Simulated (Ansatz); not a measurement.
# H3CCl: the cost of one run

Method: DFT PBE+D3(BJ), plane waves, PAW, scalar-relativistic, no spin polarisation, in Ansatz 0.2.0.

### 1 The system as given

The cell holds 40 atoms (C8H24Cl8): a = 8.717 Å, b = 8.717 Å, c = 8.717 Å, α = 90.00°, β = 90.00°, γ = 90.00°.

Its coordinates follow in the input file.

### 2 Relaxing the start

input.yaml reads:

```yaml
accuracy: low
crystal:
  lattice:
    - [8.717128, 0.0, 0.0]
    - [0.0, 8.717128, 0.0]
    - [0.0, 0.0, 8.717128]
  atoms:
    - { symbol: C, position: [0.8182886, 0.8868607, 0.8896206] }
    - { symbol: Cl, position: [0.9140432, 0.9248121, 1.0655812] }
    - { symbol: H, position: [0.7938692, 0.9952023, 0.8326338] }
    - { symbol: H, position: [0.8921401, 0.8164605, 0.8177078] }
    - { symbol: H, position: [0.7118204, 0.8263137, 0.9137094] }
    - { symbol: C, position: [0.4890871, 0.4121358, 0.6242664] }
    - { symbol: Cl, position: [0.318737, 0.4699608, 0.7202272] }
    - { symbol: H, position: [0.4650983, 0.401203, 0.5022552] }
    - { symbol: H, position: [0.5773272, 0.4984408, 0.6428898] }
    - { symbol: H, position: [0.5263048, 0.3023203, 0.6704949] }
    - { symbol: C, position: [0.4312709, 0.9363135, 0.6985691] }
    - { symbol: Cl, position: [0.2867038, 0.9663116, 0.8391815] }
    - { symbol: H, position: [0.5281733, 1.0109196, 0.7235802] }
    - { symbol: H, position: [0.4672471, 0.8168433, 0.7023444] }
    - { symbol: H, position: [0.3845036, 0.9633094, 0.5860269] }
    - { symbol: C, position: [0.6508391, 0.2048242, 0.010835] }
    - { symbol: Cl, position: [0.6539836, 0.2007975, 0.2146615] }
    - { symbol: H, position: [0.6496617, 0.3236792, -0.0272939] }
    - { symbol: H, position: [0.7527382, 0.1471061, -0.0323725] }
    - { symbol: H, position: [0.5482444, 0.146086, -0.0292379] }
    - { symbol: C, position: [0.5261724, 0.7457074, 0.2530289] }
    - { symbol: Cl, position: [0.3713601, 0.7071772, 0.1260647] }
    - { symbol: H, position: [0.4867589, 0.7310183, 0.3705555] }
    - { symbol: H, position: [0.6191418, 0.6659908, 0.2288699] }
    - { symbol: H, position: [0.5648306, 0.8630636, 0.2352875] }
    - { symbol: C, position: [0.9697921, 0.437172, 0.0935859] }
    - { symbol: Cl, position: [0.8829892, 0.5162225, -0.0731103] }
    - { symbol: H, position: [0.940682, 0.3160015, 0.1007982] }
    - { symbol: H, position: [1.0935714, 0.4509438, 0.0851769] }
    - { symbol: H, position: [0.9268271, 0.4974844, 0.1940753] }
    - { symbol: C, position: [0.2777975, 0.1860229, 0.3308221] }
    - { symbol: Cl, position: [0.1926592, 0.2182032, 0.51327] }
    - { symbol: H, position: [0.3523541, 0.2823065, 0.3033907] }
    - { symbol: H, position: [0.3442397, 0.0804394, 0.3352096] }
    - { symbol: H, position: [0.1875113, 0.1761546, 0.2451908] }
    - { symbol: C, position: [0.1187068, 0.6835437, 0.450189] }
    - { symbol: Cl, position: [0.101295, 0.8620507, 0.5471603] }
    - { symbol: H, position: [0.0999675, 0.7017824, 0.3281321] }
    - { symbol: H, position: [0.233319, 0.6380059, 0.4694775] }
    - { symbol: H, position: [0.0332053, 0.6045151, 0.4951964] }
basis:
  ecutwfc: 420.0
kpoints:
  mp_grid: { grid: [1, 1, 1] }
hamiltonian:
  xc: pbe
  dispersion: d3bj
scf:
  occupations: { method: fermi_dirac, width: 0.05 }
  lower_state_search: "off"
relax:
  f_tol: 0.3
  max_steps: 15
  adjacent_minimum: "off"
output:
  write_density: true
  write_potential: true
  elf: true
  volumetric_format: npy
```

Started as:

```sh
> ansatz run input.yaml --threads 1 --pin off --max-ram 3072MiB --backend cpu --events-out ev --progress --plain --runs-dir out
```

Q: Estimate wall time and peak memory on 1 thread of Intel Xeon Platinum 8488C (Sapphire Rapids), shared host.

About 19 s, with a peak of 0.61 GiB.
